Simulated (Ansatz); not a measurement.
# GeH2S: the cost of one run

Computed with Ansatz 0.2.0, Gaussian basis. Level: PBE0-D4/def2-TZVP structures, single points in def2-TZVPP, no counterpoise correction.

Levels: SPW92, PBE-D4, BLYP-D4, r2SCAN-D4, B97M-V, PBE0-D4, B3LYP-D4, r2SCAN0-D4, BHLYP-D4, CAM-B3LYP-D4, wB97X-V, wB97M-V, B2PLYP, PBE-QIDH, RPA on PBE, Hartree-Fock, MP2, CCSD, CCSD(T).

Correlated methods freeze the cores. Filled d shells of the heavier atoms are correlated. B3LYP uses VWN-RPA correlation. B2PLYP carries no dispersion term here.

57 further runs of the same task are left out: 1 that didn't finish, 56 set aside as unsound or not needed.

## 1. The system as given

The complex: 7 atoms, charge 0, spin multiplicity 1.

Atoms are counted from 1 here; the program's logs count them from 0.

Bond lengths: Ge1–S3 2.046 Å, Ge1–H5 1.545 Å, Ge1–H6 1.545 Å, S2–H4 1.345 Å, S2–H7 1.345 Å. Angles: S3–Ge1–H5 124.2°, S3–Ge1–H6 124.2°, H5–Ge1–H6 109.0°, H4–S2–H7 91.9°.

Coordinates:

```mol
GeH4S2
  3D, bonds by distance, orders not assigned

  7  5  0  0  0  0  0  0  0  0999 V2000
   -1.0794    0.1479    0.2192 Ge  0  0
    1.5261   -0.5172    0.3401 S   0  0
   -1.2660    1.0526   -1.6068 S   0  0
    1.8270    0.7160   -0.1039 H   0  0
   -0.9581    0.9100    1.5576 H   0  0
   -1.4779   -1.3166    0.5077 H   0  0
    1.4281   -0.9927   -0.9140 H   0  0
  1  3  8  0
  1  5  8  0
  1  6  8  0
  2  4  8  0
  2  7  8  0
M  END
```

Its parts: GeH₂S holds atoms 1, 3, 5, 6; H₂S holds atoms 2, 4, 7. Each part counts its atoms afresh in its own runs.

## 2. Relaxing GeH₂S alone

The input, relax-a/in.yaml:

```yaml
crystal:
  periodic: [false, false, false]
  atoms:
    - {symbol: Ge, position_ang: [-1.079359, 0.147897, 0.219186]}
    - {symbol: S, position_ang: [-1.265959, 1.052613, -1.606845]}
    - {symbol: H, position_ang: [-0.958100, 0.909995, 1.557633]}
    - {symbol: H, position_ang: [-1.477901, -1.316563, 0.507713]}
basis:
  gaussian: {orbitals: def2-TZVP}
hamiltonian: {xc: pbe0, dispersion: d4}
relax: {f_tol: 0.005, max_steps: 200}
```

The run is started by

```sh
> ansatz run in.yaml --threads 4 --pin off --events-out ev --progress --plain --max-ram 9574MiB
```

**Question.** How long does this run take on 4 threads of Arm Neoverse V1, shared host?

About 4.1 s.
